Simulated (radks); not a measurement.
**Br²⁺ with its nuclear charge varied continuously**

What is the energy between the elements? 33 electrons are held in [Ar] 3d10 4s2 4p3 while Z is changed in small steps.

The numbers are computed with radks (a radial shooting solver on a logarithmic mesh, Libxc functionals) version 1 (Dirac Kohn-Sham, PBE, spin-unpolarised, spherical densities, finite nucleus; open shells fill j = l - 1/2 first), except any that are marked as measured or tabulated.

## 1. What is computed

```
element            : bromine (Z = 35)
charge             : +2
electrons          : 33
configuration      : [Ar] 3d10 4s2 4p3
nuclear rms radius : 4.1629 fm
```

## 2. Z = 35

Settings of this run:

```text
Z 35
configuration [Ar] 3d10 4s2 4p3
relativity Dirac
functional pbe,pbe
spin unpolarised
j_filling energy
nucleus finite rms 4.1629 fm
c 137.035999084
```

## 3. Z = 34

Input: that of step 2 with these lines changed.

```diff
@@ -1,2 +1,2 @@
-Z 35
+Z 34
 configuration [Ar] 3d10 4s2 4p3
```

## 4. Z = 34.25

Input: that of step 3 with these lines changed.

```diff
@@ -1,2 +1,2 @@
-Z 34
+Z 34.25
 configuration [Ar] 3d10 4s2 4p3
```

## 5. Z = 34.5

Input: that of step 4 with these lines changed.

```diff
@@ -1,2 +1,2 @@
-Z 34.25
+Z 34.5
 configuration [Ar] 3d10 4s2 4p3
```

## 6. Z = 34.75

Input: that of step 5 with these lines changed.

```diff
@@ -1,2 +1,2 @@
-Z 34.5
+Z 34.75
 configuration [Ar] 3d10 4s2 4p3
```

## 7. Z = 35.25

Input: that of step 6 with these lines changed.

```diff
@@ -1,2 +1,2 @@
-Z 34.75
+Z 35.25
 configuration [Ar] 3d10 4s2 4p3
```

## 8. Z = 35.5

Input: that of step 7 with these lines changed.

```diff
@@ -1,2 +1,2 @@
-Z 35.25
+Z 35.5
 configuration [Ar] 3d10 4s2 4p3
```

## 9. Z = 35.75

Input: that of step 8 with these lines changed.

```diff
@@ -1,2 +1,2 @@
-Z 35.5
+Z 35.75
 configuration [Ar] 3d10 4s2 4p3
```

## 10. Z = 36

Input: that of step 9 with these lines changed.

```diff
@@ -1,2 +1,2 @@
-Z 35.75
+Z 36
 configuration [Ar] 3d10 4s2 4p3
```

Before running it: what results should come out? Wanted: for each run, Z; E; E(electron-nucleus)/Z; highest level; its energy; <r>.

**Answer**, as computed:

| Z | E (hartree) | E(electron-nucleus)/Z (hartree) | highest level | its energy (eV) | <r> (bohr) |
| --- | --- | --- | --- | --- | --- |
| 34 | -2429.71075 | -172.189 | 4p3/2 | -15.192 | 2.136 |
| 34.25 | -2472.97025 | -173.887 | 4p3/2 | -18.151 | 2.058 |
| 34.5 | -2516.65434 | -175.585 | 4p3/2 | -21.264 | 1.987 |
| 34.75 | -2560.76296 | -177.283 | 4p3/2 | -24.525 | 1.924 |
| 35 | -2605.29610 | -178.982 | 4p3/2 | -27.931 | 1.865 |
| 35.25 | -2650.25380 | -180.680 | 4p3/2 | -31.478 | 1.812 |
| 35.5 | -2695.63614 | -182.379 | 4p3/2 | -35.163 | 1.762 |
| 35.75 | -2741.44323 | -184.078 | 4p3/2 | -38.983 | 1.716 |
| 36 | -2787.67523 | -185.778 | 4p3/2 | -42.936 | 1.673 |

In words: At Z = 35 the central difference of E is -178.982 hartree, against -178.982 from the Hellmann-Feynman theorem. The top level goes from -15.192 eV at Z = 34 to -42.936 eV at Z = 36.
